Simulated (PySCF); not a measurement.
**RuOCl₂: quintet, from a PBE0 minimum start**

Where does quintet RuOCl₂ go from a PBE0 minimum start, is the end point a minimum, and what are its modes, charges and moments?

Method: PBE0, basis Ru def2-SVP with ECP28, O def2-SVP, Cl def2-SVP, scalar-relativistic core potentials, no spin–orbit coupling, density fitting; program: PySCF 2.14.0.

**1. Where the work starts**

4 atoms, charge 0, spin multiplicity 5.

Bond lengths: Ru1–O2 1.703 Å, Ru1–Cl3 2.260 Å, Ru1–Cl4 2.260 Å. Angles: O2–Ru1–Cl3 102.8°, O2–Ru1–Cl4 102.8°, Cl3–Ru1–Cl4 154.4°.

```xyz
4
charge 0 multiplicity 5
Ru   -0.0339    0.0000   -0.0242
O    -1.4198    0.0000   -1.0137
Cl   -0.9063    0.0000    2.0606
Cl    1.6546    0.0000   -1.5263
```

**2. First SCF at the start**

One driver script runs all steps and calls PySCF; scf.py shows how it sets up the SCF of each step. The optimiser is the driver's own. After this first run the driver tries any further starts and a stability analysis.

Contents of scf.py:

```python
from pyscf import gto, scf, dft
mol = gto.M(atom='''
Ru    -0.033947     0.000000    -0.024238
O     -1.419815     0.000000    -1.013714
Cl    -0.906281     0.000000     2.060576
Cl     1.654639    -0.000000    -1.526267''',
    basis={'Ru': 'def2-SVP', 'O': 'def2-SVP', 'Cl': 'def2-SVP'},
    ecp={'Ru': 'def2-SVP'},
    charge=0, spin=4)
mf = dft.UKS(mol, xc='PBE0')
mf.grids.atom_grid = (50, 194)
aux = {'Ru': 'def2-universal-JKFIT', 'O': 'def2-universal-JKFIT', 'Cl': 'def2-universal-JKFIT'}
mf = mf.density_fit(auxbasis=aux)
mf.conv_tol = 1e-08
mf.diis_space = 10
mf.max_cycle = 60
mf.init_guess = 'minao'
mf.verbose = 4
mf.kernel()
```

Launch:

```bash
OMP_NUM_THREADS=2 python axn.py task.json out
```

The runs that follow: Relaxation: PBE0 minimum start, quintet; Frequencies.

Before running it: what results should come out? Wanted: minimum; geometry; wavenumbers; dipole moment; highest occupied, lowest empty level; polar-tensor charge of Ru1; zero-point energy; atomisation energy; ⟨S²⟩.

The runs gave:

| quantity | value |
| --- | --- |
| minimum | quintet, C2v |
| geometry | Ru–Cl 2.260 Å (×2), Ru–O 1.703 Å; Cl–Ru–Cl 154.3°, Cl–Ru–O 102.8° (×2) |
| wavenumbers (cm⁻¹) | 72 (b1), 117 (a1), 181 (b2), 362 (a1), 427 (b2), 933 (a1) |
| dipole moment | 1.57 D |
| highest occupied, lowest empty level (either spin) | -7.71, -4.99 eV |
| polar-tensor charge of Ru1 | +1.34 e |
| zero-point energy | 12.5 kJ/mol |
| entropy at 298.15 K | 345.5 J/(mol K) |
| atomisation energy (no zero-point energy) | 1074 kJ/mol |
| ⟨S²⟩ | 6.016 |

**Reading.** The PBE0 minimum start keeps its C2v symmetry and ends in a minimum. In the infrared the band at 427 cm⁻¹ (b2, stretch) leads. Most of the spin sits on Ru1 (Mulliken spin 2.75, against 4 for the whole molecule). Only this shape and spin were tried, so other structures or states may lie lower. One determinant may miss the lowest occupation of an open d or f shell.
